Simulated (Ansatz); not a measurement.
# Al12Cu3Si5: the cost of one run

Method: DFT PBEsol, scalar-relativistic, plane waves, PAW, in Ansatz 0.2.0.

## 1. Starting point

The cell holds 20 atoms (Al12Cu3Si5): a = 6.655 Å, b = 6.655 Å, c = 7.467 Å, α = 76.09°, β = 76.09°, γ = 85.46°.

The sites of an ideal hcp lattice, at a guessed lattice constant, take 12 Al, 5 Si, 3 Cu (sublattices apart by semicolons), with a shake of 0.02 Å. Warren-Cowley parameters of the first shell (negative: unlike neighbours preferred): Al-Cu -0.02, Al-Si -0.11, Cu-Si -0.33. In a cell this small the draw can fall short of the order aimed at.

Its coordinates follow in the input file.

## 2. Relaxation without symmetry, coarse mesh

Cell and atoms move without symmetry, on a coarse mesh with loose thresholds.

Contents of input.yaml:

```yaml
crystal:
  lattice:
    - [4.23344322, -2.44417957, -4.51567276]
    - [4.23344322, -2.44417957, 4.51567276]
    - [-1.41114774, -7.33253871, 0.0]
  atoms:
    - { symbol: Al, position: [0.137579119, 0.3911431924, 0.5978322967] }
    - { symbol: Al, position: [0.6423993907, 0.8957804615, 0.5972633309] }
    - { symbol: Al, position: [0.438390531, 0.6880195201, 0.399428562] }
    - { symbol: Al, position: [0.2421760696, 0.494269482, 0.198307325] }
    - { symbol: Al, position: [0.844430046, 0.0991410458, 0.7993015599] }
    - { symbol: Al, position: [0.341299153, 0.592529377, 0.8017281881] }
    - { symbol: Al, position: [0.0559690145, 0.8097295797, 0.6008743562] }
    - { symbol: Al, position: [0.3615323796, 0.1084242756, 0.3989792865] }
    - { symbol: Al, position: [0.158436324, 0.905305602, 0.1965004701] }
    - { symbol: Al, position: [0.9628718911, 0.7124186579, 0.9928202938] }
    - { symbol: Al, position: [0.7619682327, 0.5114276961, 0.8009444916] }
    - { symbol: Al, position: [0.4543490711, 0.2064670691, 0.9994111267] }
    - { symbol: Si, position: [0.0414223116, 0.2868258378, 0.0004493397] }
    - { symbol: Si, position: [0.7441394757, 0.9937360325, 0.2031369806] }
    - { symbol: Si, position: [0.5440182968, 0.7891786853, 0.9983712962] }
    - { symbol: Si, position: [0.8571935043, 0.6111994462, 0.4025344202] }
    - { symbol: Si, position: [0.5575525144, 0.3017190864, 0.5988143145] }
    - { symbol: Cu, position: [0.9442098604, 0.1868147419, 0.3989535882] }
    - { symbol: Cu, position: [0.6531199068, 0.4096777662, 0.1971868055] }
    - { symbol: Cu, position: [0.2594760325, 0.009383243, 0.799002535] }
  symmetry: { detect: false }
basis:
  ecutwfc: 420
kpoints:
  mp_grid: { grid: [2, 2, 2], shift: [0.5, 0.5, 0.5] }
hamiltonian:
  xc: pbesol
scf:
  occupations: { method: gaussian, width: 0.1 }
  lower_state_search: "off"
output:
  forces: true
  stress: true
  eigenvalues: true
relax:
  adjacent_minimum: "off"
  f_tol: 0.04
  max_steps: 50
  cell: { stress_tol: 0.3 }
```

Command:

```
$ ansatz run input.yaml --threads 4 --pin off --max-ram 9216MiB --backend cpu --events-out ev --progress --plain --runs-dir out
```

**Question.** How long does this run take on 4 threads of Intel Xeon 6975P-C (Granite Rapids), shared host, and how much memory does it need?

About 34 s, with a peak of 0.84 GiB.
